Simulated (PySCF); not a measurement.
# H2HgS2 (Hg(SH)2): the cost of one run

The runs use PySCF 2.14.0; PBE0, Hg def2-SVP with ECP60, S def2-SVP, H def2-SVP; scalar-relativistic core potentials, no spin–orbit coupling.

1 further run of the same task is left out (for a known fault of the program).

### Step 1. The starting structure

5 atoms, charge 0, spin multiplicity 1.

Bond lengths: Hg1–S2 2.337 Å, Hg1–S4 2.337 Å, S2–H3 1.341 Å, S4–H5 1.341 Å. Angles: S2–Hg1–S4 131.8°, Hg1–S2–H3 104.2°, Hg1–S4–H5 104.2°.

As a file:

```mol
H2HgS2
  3D, bonds by distance, orders not assigned

  5  4  0  0  0  0  0  0  0  0999 V2000
    0.0000    0.0000    0.0000 Hg  0  0
    2.1331    0.0000    0.9546 S   0  0
    2.9473   -0.3365   -0.0567 H   0  0
   -2.1331    0.0000    0.9546 S   0  0
   -2.9473    0.3365   -0.0567 H   0  0
  1  2  8  0
  1  4  8  0
  2  3  8  0
  4  5  8  0
M  END
```

Formal oxidation states: Hg +2.

### Step 2. SCF at the start, singlet

The input, run.py (the lines that set the calculation):

```python
mol = gto.M(atom='''
Hg     0.00000     0.00000     0.00000
S      2.13310     0.00000     0.95460
H      2.94730    -0.33650    -0.05670
S     -2.13310     0.00000     0.95460
H     -2.94730     0.33650    -0.05670''',
    basis={'Hg': 'def2-SVP', 'S': 'def2-SVP', 'H': 'def2-SVP'},
    ecp={'Hg': 'def2-SVP'},
    charge=0, spin=0)
mf = dft.RKS(mol, xc='PBE0')
mf.grids.atom_grid = (50, 194)
mf = mf.density_fit()  # fitting sets: Hg def2-universal-JKFIT, S def2-universal-JKFIT, H def2-universal-JKFIT
mf.conv_tol = 1e-08; mf.max_cycle = 55
mf.kernel(dm0)  # dm0: free metal ions and neutral atoms
```

Launch:

```console
$ OMP_NUM_THREADS=2 python run.py
```

**Question.** How long does this run take on 2 threads of Arm Neoverse V2, shared host, and how much memory does it need?

About 1.3 s, with a peak of 0.35 GiB.
